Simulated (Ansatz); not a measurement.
# GeH4O: the cost of one run

Program: Ansatz 0.2.0. Level of theory: RKS BLYP-D4/def2-mTZVP. These are calculated values, not measurements.

## (1) Starting point

Bond lengths: Ge1–O2 1.770 Å, O2–H3 1.010 Å, Ge1–H4 1.550 Å, Ge1–H5 1.549 Å, Ge1–H6 1.549 Å. Angles: Ge1–O2–H3 109.5°, O2–Ge1–H4 109.5°, O2–Ge1–H5 109.5°, O2–Ge1–H6 109.5°, H4–Ge1–H5 109.5°, H4–Ge1–H6 109.5°, H5–Ge1–H6 109.5°.

Structure file:

```xyz
6

Ge    0.0000    0.0000    0.0000
O     0.0000    0.0000    1.7700
H    -0.9095   -0.2814    2.1071
H     1.4616    0.0000   -0.5162
H    -0.7300    1.2648   -0.5162
H    -0.7300   -1.2648   -0.5162
```

## (2) Preparing the start

Contents of input.yaml:

```yaml
crystal:
  periodic: [false, false, false]
  atoms:
    - { symbol: Ge, position_ang: [0.0, 0.0, 0.0] }
    - { symbol: O, position_ang: [0.0, 0.0, 1.77] }
    - { symbol: H, position_ang: [-0.9095, -0.2814, 2.1071] }
    - { symbol: H, position_ang: [1.4616, 0.0, -0.5162] }
    - { symbol: H, position_ang: [-0.73, 1.2648, -0.5162] }
    - { symbol: H, position_ang: [-0.73, -1.2648, -0.5162] }
basis:
  gaussian: { orbitals: def2-mTZVP }
hamiltonian:
  xc: blyp
  dispersion: d4
relax:
  f_tol: 0.02
  max_steps: 40
```

On the command line:

```sh
ansatz run input.yaml --threads 1 --pin off --max-ram 2048MiB --backend cpu --events-out ev --progress --plain --runs-dir out
```

**Question.** How long does this run take on 1 thread of Intel Xeon Platinum 8488C (Sapphire Rapids), shared host, and how much memory does it need?

About 7.5 s, with a peak of 0.13 GiB.
